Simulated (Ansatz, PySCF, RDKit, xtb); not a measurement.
# [AlSiH3O2]+: a search for the lowest isomer, part 2 of 2

Task: start from the formula [AlSiH3O2]+ (charge +1, odd number of electrons), draw up candidate structures, narrow them down in stages, and characterise the one that lies lowest at 298.15 K.

xtb, Ansatz and PySCF; isolated molecules. Earlier steps stand in the parts before.

### 11 c785a at MP2/def2-TZVPP

input.yaml reads:

```yaml
crystal:
  periodic: [false, false, false]
  atoms:
    - {symbol: Al, position_ang: [-2.273302, -2.165740, 2.115506]}
    - {symbol: O, position_ang: [-2.024864, 1.688145, -0.204742]}
    - {symbol: O, position_ang: [-2.385679, -0.875605, 0.841603]}
    - {symbol: Si, position_ang: [-2.554659, 0.198157, -0.274896]}
    - {symbol: H, position_ang: [-1.521106, 2.157617, 0.470491]}
    - {symbol: H, position_ang: [-3.273901, -0.071599, -1.511322]}
    - {symbol: H, position_ang: [-0.915812, -2.975094, 1.924413]}
basis:
  gaussian:
    orbitals: def2-TZVPP
magnetization:
  spin_polarized: true
  initial_magnetization: 1
total_charge: 1
correlation:
  method: mp2
  frozen_orbitals: {H: 0, Si: 5, Al: 5, O: 1}
```

The run is started by

```bash
ansatz run input.yaml --threads 2 --pin off --max-ram 4350MiB --events-out events.jsonl --progress --plain --runs-dir runs
```

Standard output, cut to the lines that bear on the results:

```text
Warning: RAYON_NUM_THREADS=2 ignored (pool sized by the plan → 2); use --threads N
Functional definition: HF
  name "HF"
[...]
1133 factors; integrals over basis functions are off by at most 9.7e-4 eV
[...]
mean field -18565.73975327 eV, -682.2783516224 hartree, gradient 6.8e-6 eV, S^2 0.758014; 0 other end points of the search recorded, 0 dependent functions left out
12 core orbitals not correlated: weight in the atoms' cores, before any rotation towards them, 1.000 or more for the frozen orbitals, at most 0.000 for the correlated occupied ones
reference -18565.73975327 eV, -682.2783516224 hartree; 11, 10 occupied and 165, 166 virtual orbitals, 1133 factors
second order -16.84268840 eV of doubles, -0.00000000 eV of singles
Total energy: -18582.58244168 eV, -682.8973090049 hartree
```

It took 3.6 s on 2 threads of Arm Neoverse V1, shared host.

### 12 c681b at CCSD(T)/def2-SVP

input.yaml reads:

```yaml
crystal:
  periodic: [false, false, false]
  atoms:
    - {symbol: Al, position_ang: [-0.658192, 1.045116, -1.083515]}
    - {symbol: O, position_ang: [-0.562038, -0.592169, -0.307080]}
    - {symbol: O, position_ang: [-0.124123, -3.199450, -0.847467]}
    - {symbol: Si, position_ang: [-0.405422, -2.049921, 0.207031]}
    - {symbol: H, position_ang: [-0.473172, -2.359750, 1.633020]}
    - {symbol: H, position_ang: [0.004117, -4.146425, -0.716451]}
    - {symbol: H, position_ang: [-2.173076, 1.367418, -1.450267]}
basis:
  gaussian:
    orbitals: def2-SVP
total_charge: 1
magnetization:
  spin_polarized: true
  initial_magnetization: 1
correlation:
  method: ccsd_t
  frozen_orbitals: {H: 0, Si: 5, Al: 5, O: 1}
scf:
  omitted_lower_state_checks: [cluster_reference]
```

The run is started by

```bash
ansatz run input.yaml --threads 2 --pin off --max-ram 4350MiB --events-out events.jsonl --progress --plain --runs-dir runs
```

Standard output, cut to the lines that bear on the results:

```text
Warning: RAYON_NUM_THREADS=2 ignored (pool sized by the plan → 2); use --threads N
[... 2 set-up lines as earlier in the session ...]
[...]
735 factors; integrals over basis functions are off by at most 1.1e-3 eV
[...]
mean field -18555.02911974 eV, -681.8847431001 hartree, gradient 5.0e-6 eV, S^2 0.756764; 0 other end points of the search recorded, 0 dependent functions left out
12 core orbitals not correlated: weight in the atoms' cores, before any rotation towards them, 1.000 or more for the frozen orbitals, at most 0.000 for the correlated occupied ones
reference -18555.02911974 eV, -681.8847431001 hartree; 11, 10 occupied and 56, 57 virtual orbitals, 735 factors
second order -13.26742802 eV of doubles, -0.00000000 eV of singles
cycle   1  -13.42794738 eV  change   -1.6e-1 eV  update   1.0e-1
[...]
cycle  10  -13.93659617 eV  change    7.7e-6 eV  update   2.5e-5
perturbative correction -0.32366036 eV, -0.0118942987 hartree
Total energy: -18569.28937627 eV, -682.4087978615 hartree
Checks for a lower state left out: cluster_reference
```

Run time: 5.4 s. Hardware: 2 threads of Arm Neoverse V1, shared host.

### 13 Free energies and the winner

Energies in kcal/mol from c785a; G adds the thermal terms to the CCSD(T)/def2-SVP + MP2/def2-TZVPP - MP2/def2-SVP energy. The columns left of the relaxed level are at the tight-binding geometries.

| label | SMILES | spin | GFN2-xTB | HF/STO-3G | r2SCAN-D4/def2-SVP | B3LYP-D3(BJ)/6-311G** | HF/def2-SVP | MP2/def2-SVP | CCSD(T)/def2-SVP + MP2/def2-TZVPP - MP2/def2-SVP | G | share at equilibrium | T1 |
| --- | --- | --- | --- | --- | --- | --- | --- | --- | --- | --- | --- | --- |
| c785a | [OH][SiH][O][AlH] ‡ | doublet | 0.0 | 0.0 | 0.0 | 0.0 | 0.0 | 0.0 | 0.0 | 0.0 | 72.2 % | 0.017 |
| c681b | [OH][SiH][O][AlH] ‡ | doublet | 0.5 | -2.5 | 0.4 | 1.2 | 0.7 | 1.1 | 0.7 | 0.6 | 27.6 % | 0.017 |
| c536a | [OH][AlH][O+]=[SiH] | doublet | -12.8 | -12.5 | 5.3 | 4.6 | 4.6 | 3.7 | 4.8 | 3.5 | 0.2 % | 0.021 |

‡ marks the bonded skeleton alone, with all bonds drawn single: no Lewis structure was assigned that passes a check against the bond lengths.

Lowest found: c785a, `[OH][SiH][O][AlH]` ‡, a doublet of point group C1. Bond lengths: Al1–O3 1.817 Å, O2–Si4 1.583 Å, O3–Si4 1.558 Å, O2–H5 0.964 Å, Si4–H6 1.456 Å, Al1–H7 1.592 Å. Angles: Al1–O3–Si4 176.9°, O2–Si4–O3 125.5°, O3–Al1–H7 109.2°, O2–Si4–H6 112.2°, O3–Si4–H6 122.3°, Si4–O2–H5 131.6°.

```xyz
7

Al   -2.2733   -2.1657    2.1155
O    -2.0249    1.6881   -0.2047
O    -2.3857   -0.8756    0.8416
Si   -2.5547    0.1982   -0.2749
H    -1.5211    2.1576    0.4705
H    -3.2739   -0.0716   -1.5113
H    -0.9158   -2.9751    1.9244
```

‡ marks the bonded skeleton alone, with all bonds drawn single: no Lewis structure was assigned that passes a check against the bond lengths.

### 14 Density, orbitals and dipole (PBE0/def2-TZVPD)

input.yaml reads:

```yaml
crystal:
  periodic: [false, false, false]
  atoms:
    - symbol: Al
      position_ang: [-2.273302, -2.165740, 2.115506]
    - symbol: O
      position_ang: [-2.024864, 1.688145, -0.204742]
    - symbol: O
      position_ang: [-2.385679, -0.875605, 0.841603]
    - symbol: Si
      position_ang: [-2.554659, 0.198157, -0.274896]
    - symbol: H
      position_ang: [-1.521106, 2.157617, 0.470491]
    - symbol: H
      position_ang: [-3.273901, -0.071599, -1.511322]
    - symbol: H
      position_ang: [-0.915812, -2.975094, 1.924413]
basis:
  gaussian: {orbitals: def2-TZVPD}
output: {forces: true, orbitals: {seedname: orbitals}}
total_charge: 1
hamiltonian: {xc: {name: PBE0}}
magnetization: {spin_polarized: true, initial_magnetization: 1}
```

The run is started by

```bash
ansatz run input.yaml --threads 2 --pin off --max-ram 4350MiB --events-out events.jsonl --progress --plain --runs-dir runs
```

Standard output, cut to the lines that bear on the results:

```text
Warning: RAYON_NUM_THREADS=2 ignored (pool sized by the plan → 2); use --threads N
Functional definition: PBE0
  name "PBE0"
[...]
1111 factors; their error is unknown
[...]
mean field -18603.75696146 eV, -683.6754582543 hartree, gradient 1.2e-5 eV, S^2 0.753711; 0 other end points of the search recorded, 0 dependent functions left out
[...]
reference -18603.75700063 eV, -683.6754596938 hartree; 23, 22 occupied and 170, 171 virtual orbitals, 1111 factors
[...]
Atom 2 at    -2.385679    -0.875605     0.841603 Å, force    -0.036580     0.174578    -0.217295 eV/Å
Atom 3 at    -2.554659     0.198157    -0.274896 Å, force     0.324965     0.141963     0.635519 eV/Å
Atom 4 at    -1.521106     2.157617     0.470491 Å, force    -0.042514    -0.123369    -0.001889 eV/Å
Atom 5 at    -3.273901    -0.071599    -1.511322 Å, force    -0.035676    -0.028975    -0.064909 eV/Å
Atom 6 at    -0.915812    -2.975094     1.924413 Å, force    -0.013172     0.010767    -0.000846 eV/Å
Dipole moment:    -0.070093     0.126299    -0.005548 e Å
```

Wall time 8.7 s (2 threads of Arm Neoverse V1, shared host); peak memory 0.54 GiB.

### 15 Frequencies after a tight-binding relaxation (GFN2-xTB)

start.xyz reads:

```xyz
7
c785a
Al    -2.273302    -2.165740     2.115506
O     -2.024864     1.688145    -0.204742
O     -2.385679    -0.875605     0.841603
Si    -2.554659     0.198157    -0.274896
H     -1.521106     2.157617     0.470491
H     -3.273901    -0.071599    -1.511322
H     -0.915812    -2.975094     1.924413
```

The run is started by

```bash
xtb start.xyz --gfn 2 --ohess tight --chrg 1 --uhf 1
```

Standard output, cut to the lines that bear on the results:

```text
[...]
         ::                     SUMMARY                     ::
         :::::::::::::::::::::::::::::::::::::::::::::::::::::
         :: total energy             -12.139441576577 Eh    ::
         :: gradient norm              0.000337758857 Eh/a0 ::
         :: HOMO-LUMO gap              0.917856739711 eV    ::
         ::.................................................::
         :: SCC energy               -12.225313591618 Eh    ::
         :: -> isotropic ES            0.141522704524 Eh    ::
         :: -> anisotropic ES         -0.002756427705 Eh    ::
         :: -> anisotropic XC         -0.008477383090 Eh    ::
         :: -> dispersion             -0.003402818932 Eh    ::
         :: repulsion energy           0.085872015041 Eh    ::
         :: add. restraining           0.000000000000 Eh    ::
         :: total charge               1.000000000000 e     ::
         :::::::::::::::::::::::::::::::::::::::::::::::::::::
[...]
          | TOTAL ENERGY              -12.139441576577 Eh   |
          | TOTAL ENTHALPY            -12.101110294676 Eh   |
          | TOTAL FREE ENERGY         -12.139806533547 Eh   |
          | GRADIENT NORM               0.000337762728 Eh/α |
[...]
```

Run time: 0.22 s. Hardware: 2 threads of Arm Neoverse V1, shared host.

### 16 Electronic excitations (TD-B3LYP/def2-SVPD)

input.py reads:

```python
from pyscf import gto, dft, tdscf

mol = gto.M(
    atom=[
    ('Al', (-2.273302, -2.165740, 2.115506)),
    ('O', (-2.024864, 1.688145, -0.204742)),
    ('O', (-2.385679, -0.875605, 0.841603)),
    ('Si', (-2.554659, 0.198157, -0.274896)),
    ('H', (-1.521106, 2.157617, 0.470491)),
    ('H', (-3.273901, -0.071599, -1.511322)),
    ('H', (-0.915812, -2.975094, 1.924413)),
],
    basis='def2-svpd',
    charge=1,
    max_memory=3100,
    spin=1,
    verbose=3,
)

calc0 = dft.UKS(mol)
calc0.xc = 'b3lyp'
calc0 = calc0.density_fit(auxbasis='def2-universal-jkfit')
calc0.grids.level = 2
calc0.max_cycle = 100
calc0.kernel()
if not calc0.converged:
    calc0 = calc0.newton().run(calc0.mo_coeff, calc0.mo_occ)

energy = calc0.e_tot
print('E(%s) = %.9f' % ('B3LYP', energy))

td = tdscf.TDA(calc0)
td.nstates = 5
td.kernel()
td.analyze()
roots = td.e * 27.211386
osc = td.oscillator_strength()
print('state   eV      nm      f')
for i, (w, f) in enumerate(zip(roots, osc), 1):
    print('%3d %9.4f %8.1f %9.5f' % (i, w, 1239.842 / w, f))
```

The run is started by

```bash
OMP_NUM_THREADS=2 python input.py
```

Standard output:

```text
WARN: HOMO -0.169111650147378 >= LUMO -0.169111650147376

converged SCF energy = -683.748935768528  <S^2> = 0.75332716  2S+1 = 2.0033244
E(B3LYP) = -683.748935769
Excitation energies (eV)
[2.51101607 2.8871205  3.36197407 5.03340661 5.06933813]

** Excitation energies and oscillator strengths **
state   eV      nm      f
  1    2.5110    493.8   0.02915
  2    2.8871    429.4   0.03889
  3    3.3620    368.8   0.04516
  4    5.0334    246.3   0.02754
  5    5.0693    244.6   0.02537
```

It took 2.2 min on 2 threads of Arm Neoverse V1, shared host; peak memory 0.59 GiB.

The roots found:

| excited state | energy (eV) | strength |
| --- | --- | --- |
| 1 | 2.511 | 0.0291 |
| 2 | 2.887 | 0.0389 |
| 3 | 3.362 | 0.0452 |
| 4 | 5.033 | 0.0275 |
| 5 | 5.069 | 0.0254 |

### 17 One electron fewer at the same geometry (PBE0/def2-TZVPD)

input.yaml: that of step 14 with these lines changed.

```diff
@@ -19,5 +19,3 @@
   gaussian: {orbitals: def2-TZVPD}
-output: {forces: true, orbitals: {seedname: orbitals}}
-total_charge: 1
+total_charge: 2
 hamiltonian: {xc: {name: PBE0}}
-magnetization: {spin_polarized: true, initial_magnetization: 1}
```

The run is started by

```bash
ansatz run input.yaml --threads 2 --pin off --max-ram 4350MiB --events-out events.jsonl --progress --plain --runs-dir runs
```

Standard output, cut to the lines that bear on the results:

```text
Warning: RAYON_NUM_THREADS=2 ignored (pool sized by the plan → 2); use --threads N
[... 2 set-up lines as earlier in the session ...]
[...]
1111 factors; their error is unknown
[...]
mean field -18590.95275180 eV, -683.2049122281 hartree, gradient 4.4e-5 eV, S^2 0.000000; 0 other end points of the search recorded, 0 dependent functions left out
reference -18590.95279142 eV, -683.2049136843 hartree; 22, 22 occupied and 171, 171 virtual orbitals, 1111 factors
Total energy: -18590.95279142 eV, -683.2049136843 hartree
```

Wall time 3.3 s (2 threads of Arm Neoverse V1, shared host).

Difference from the parent: 12.80 eV. Only this spin of the product was run; a higher spin can lie lower.

### 18 One electron more at the same geometry (PBE0/def2-TZVPD)

input.yaml reads:

```yaml
crystal:
  periodic: [false, false, false]
  atoms:
    - {symbol: Al, position_ang: [-2.273302, -2.165740, 2.115506]}
    - {symbol: O, position_ang: [-2.024864, 1.688145, -0.204742]}
    - {symbol: O, position_ang: [-2.385679, -0.875605, 0.841603]}
    - {symbol: Si, position_ang: [-2.554659, 0.198157, -0.274896]}
    - {symbol: H, position_ang: [-1.521106, 2.157617, 0.470491]}
    - {symbol: H, position_ang: [-3.273901, -0.071599, -1.511322]}
    - {symbol: H, position_ang: [-0.915812, -2.975094, 1.924413]}
basis:
  gaussian: {orbitals: def2-TZVPD}
hamiltonian: {xc: {name: PBE0}}
scf: {lower_state_search: "off"}
```

The run is started by

```bash
ansatz run input.yaml --threads 2 --pin off --max-ram 4350MiB --events-out events.jsonl --progress --plain --runs-dir runs
```

Standard output, cut to the lines that bear on the results:

```text
Warning: RAYON_NUM_THREADS=2 ignored (pool sized by the plan → 2); use --threads N
[... 2 set-up lines as earlier in the session ...]
[...]
1111 factors; their error is unknown
[...]
mean field -18609.15543562 eV, -683.8738485206 hartree, gradient 5.6e-6 eV, S^2 0.000000; 0 other end points of the search recorded, 0 dependent functions left out
reference -18609.15548104 eV, -683.8738501897 hartree; 23, 23 occupied and 170, 170 virtual orbitals, 1111 factors
Total energy: -18609.15548104 eV, -683.8738501897 hartree
Checks for a lower state left out: stability, starts, cluster_reference, orbital_swaps, neighbouring_geometries, increment
```

Wall time 2.5 s (2 threads of Arm Neoverse V1, shared host).

Parent less the species with the added electron: 5.40 eV.

### 19 The quartet at the same geometry (PBE0/def2-TZVPD)

input.yaml reads:

```yaml
basis:
  gaussian:
    orbitals: def2-TZVPD
crystal:
  periodic: [false, false, false]
  atoms:
    - symbol: Al
      position_ang: [-2.273302, -2.165740, 2.115506]
    - symbol: O
      position_ang: [-2.024864, 1.688145, -0.204742]
    - symbol: O
      position_ang: [-2.385679, -0.875605, 0.841603]
    - symbol: Si
      position_ang: [-2.554659, 0.198157, -0.274896]
    - symbol: H
      position_ang: [-1.521106, 2.157617, 0.470491]
    - symbol: H
      position_ang: [-3.273901, -0.071599, -1.511322]
    - symbol: H
      position_ang: [-0.915812, -2.975094, 1.924413]
magnetization:
  spin_polarized: true
  initial_magnetization: 3
total_charge: 1
hamiltonian:
  xc: {name: PBE0}
```

The run is started by

```bash
ansatz run input.yaml --threads 2 --pin off --max-ram 4350MiB --events-out events.jsonl --progress --plain --runs-dir runs
```

Standard output, cut to the lines that bear on the results:

```text
Warning: RAYON_NUM_THREADS=2 ignored (pool sized by the plan → 2); use --threads N
[... 2 set-up lines as earlier in the session ...]
[...]
1111 factors; their error is unknown
[...]
mean field -18597.98612753 eV, -683.4633840191 hartree, gradient 2.8e-5 eV, S^2 3.750514; 3 other end points of the search recorded, 0 dependent functions left out
reference -18597.98616649 eV, -683.4633854506 hartree; 24, 21 occupied and 169, 172 virtual orbitals, 1111 factors
Total energy: -18597.98616649 eV, -683.4633854506 hartree
```

Run time: 12 s. Hardware: 2 threads of Arm Neoverse V1, shared host; peak memory 0.57 GiB.

It lies 5.77 eV above the doublet.

### 20 Stability of the SCF solution (PBE0/def2-SVP)

input.py reads:

```python
# O[SiH+][O][AlH]
from pyscf import gto, dft

system = gto.Mole()
system.atom = '''
Al  -2.273302  -2.165740   2.115506
O   -2.024864   1.688145  -0.204742
O   -2.385679  -0.875605   0.841603
Si  -2.554659   0.198157  -0.274896
H   -1.521106   2.157617   0.470491
H   -3.273901  -0.071599  -1.511322
H   -0.915812  -2.975094   1.924413
'''
system.charge = 1
system.basis = 'def2-svp'
system.max_memory = 3100
system.spin = 1
system.verbose = 3
system.build()

calc0 = dft.UKS(system)
calc0.xc = 'pbe0'
calc0 = calc0.density_fit(auxbasis='def2-universal-jkfit')
calc0.max_cycle = 100
calc0.grids.level = 3
calc0.kernel()
if not calc0.converged:
    calc0 = calc0.newton().run(calc0.mo_coeff, calc0.mo_occ)

etot = calc0.e_tot
print('E = %.10f Eh' % etot)
mo_i, mo_e, stable_i, stable_e = calc0.stability(internal=True, external=True, return_status=True)
print('stable: internal', stable_i, 'external', stable_e)
```

The run is started by

```bash
OMP_NUM_THREADS=2 python input.py
```

Standard output:

```text
WARN: HOMO -0.16800818412131 >= LUMO -0.168008184121313

converged SCF energy = -683.29053237924  <S^2> = 0.75319996  2S+1 = 2.0031974
E = -683.2905323792 Eh
<class 'pyscf.df.df_jk.DFUKS'> wavefunction is stable in the internal stability analysis
<class 'pyscf.df.df_jk.DFUKS'> wavefunction is stable in the real -> complex stability analysis
<class 'pyscf.df.df_jk.DFUKS'> wavefunction has an UHF/UKS -> GHF/GKS instability
stable: internal True external False
```

It took 61 s on 2 threads of Arm Neoverse V1, shared host.

The stability test raises a flag; for an open shell a flag towards a general spinor solution can be the free rotation of the spin.

### 21 Summary of results

What follows sums up all 2 parts.

```
                                                        quantity                                                                                 value
                                          lowest structure found                                                      [OH][SiH][O][AlH] ‡, doublet, C1
                                                   next finalist                                [OH][SiH][O][AlH] ‡, doublet, 0.6 kcal/mol higher in G
                       share at equilibrium, among the finalists                                                                                72.2 %
                                                          funnel  111 starts, 43 minima at GFN2-xTB, 13 screening runs, 3 rescued, 6 relaxed, 3 ranked
                                            CPU time of all runs                                                                                61 min
harmonic wavenumbers, lowest and highest (B3LYP-D3(BJ)/6-311G**)                                                                      94 and 3850 cm⁻¹
                             rotational constants, same geometry                                                         0.8046, 0.06265, 0.05899 cm⁻¹
            HOMO energy (highest over α and β) (PBE0/def2-TZVPD)                                                                             -10.47 eV
             LUMO energy (lowest over α and β) (PBE0/def2-TZVPD)                                                                              -7.07 eV
                          lowest excitation (TD-B3LYP/def2-SVPD)                                                                   2.51 eV (f = 0.029)
                    strongest of the states computed, same level                                                                   3.36 eV (f = 0.045)
    vertical ionisation energy (to the singlet ion of charge +2)                                                                              12.80 eV
                  vertical recombination energy (electron added)                                                                               5.40 eV
                                   vertical quartet less doublet                                                                              +5.77 eV
```

The lowest structure found is `[OH][SiH][O][AlH]` ‡. The next finalist is drawn with the same bonds. At 0.6 kcal/mol the two aren't resolved. r2SCAN-D4/def2-SVP, B3LYP-D3(BJ)/6-311G**, HF/def2-SVP and MP2/def2-SVP already put its bonding pattern lowest among the structures in one piece; GFN2-xTB favours the doublet [OH][Al][O][SiH2+] (c615c, not a finalist); HF/STO-3G favours the doublet [OH+]=[Si][O][AlH2] (c393b, not a finalist). The largest share of the time went into rescue (31 %). 2 minima inside the window were never screened. The stability test raises a flag; for an open shell a flag towards a general spinor solution can be the free rotation of the spin. Lowest found is not proven lowest: the search is finite, and each finalist counts with one conformer. Patterns outside the rules of the enumeration were met only by chance.

‡ marks the bonded skeleton alone, with all bonds drawn single: no Lewis structure was assigned that passes a check against the bond lengths.
